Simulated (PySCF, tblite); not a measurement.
**C₄H₅FNSi radical: geometry, infrared bands and EPR parameters**

Wanted: the infrared bands and EPR parameters of C₄H₅FNSi radical (`N[Si@H]1[C]=CC(F)=C1`), by calculation.

The runs use tblite 0.8.0 and PySCF 2.14.0, with density-fitted response routines of our own; the level of theory stands in each step. All values are computed, except where a source is named. Atoms are numbered from 0 throughout.

### 1 The molecule as given

12 atoms, charge 0, multiplicity 2; geometry from: force field or distance geometry start.

Bonds of the start (Å): N0–Si1 1.67, Si1–C2 1.89, C2–C3 1.30, C3–C4 1.44, C4–F5 1.34, C4–C6 1.35, C6–Si1 1.87, N0–H7 1.01, N0–H8 1.02, Si1–H9 1.48, C3–H10 1.09, C6–H11 1.07.

### 2 Optimising the geometry with GFN2-xTB

What the job is given:

```
{"job": {"kind": "relax", "xc": "GFN2-xTB", "basis": "xTB"}, "charge": 0, "multiplicity": 2}
N     -2.145900     0.266200    -0.440500
Si    -0.821100     0.599900     0.525400
C      0.016700    -1.002800     1.072400
C      1.175200    -1.186300     0.521000
C      1.565900    -0.122200    -0.361500
F      2.741700    -0.165600    -1.012600
C      0.697200     0.896600    -0.521400
H     -1.891400    -0.440100    -1.112800
H     -2.880500    -0.150000     0.132400
H     -1.080700     1.590900     1.595400
H      1.809500    -2.049800     0.711800
H      0.814600     1.762600    -1.135600
```

Command:

```
OMP_NUM_THREADS=1 python probes_run.py task.json out
```

This one command runs all jobs of the session in turn.

**Question.** This job is followed by: GFN2-xTB harmonic vibrations, gas phase; UKS B3LYP, pcH-1 on C F H N Si, non-relativistic, mean-field spin-orbit, GIAO. Predict these results of the whole session: strongest single infrared mode (GFN2-xTB); zero-point energy (GFN2-xTB); g(iso) (B3LYP); ⟨S²⟩; largest a(iso) (averaged by class); surface potential, 1st and 99th percentile.

The runs gave:

```
                                 quantity                  value
strongest single infrared mode (GFN2-xTB)  2307 cm⁻¹, 287 km/mol
             zero-point energy (GFN2-xTB)          48.5 kcal/mol
                           g(iso) (B3LYP)                2.00236
                                     ⟨S²⟩     0.766 (exact 0.75)
       largest a(iso) (averaged by class)   13C on C2, 340.9 MHz
    surface potential, 1st and 99th percentile     -0.86 V and 1.81 V
```

What this shows: The optimisation took 59 steps and gained 0.316 eV; among the close pairs (by a distance rule), N0–Si1 changed most, from 1.673 to 1.718 Å. All 30 modes are real, so the xTB geometry is a minimum. The strongest single mode, at 2307 cm⁻¹, moves mainly H9. GFN2-xTB is a fitted tight-binding method: band positions and strengths are rough. Its intensities can rank the bands wrongly. Most of the unpaired spin sits on C2 (1.00 e). The isotropic g lies 0.0 ppt above the free-electron value.
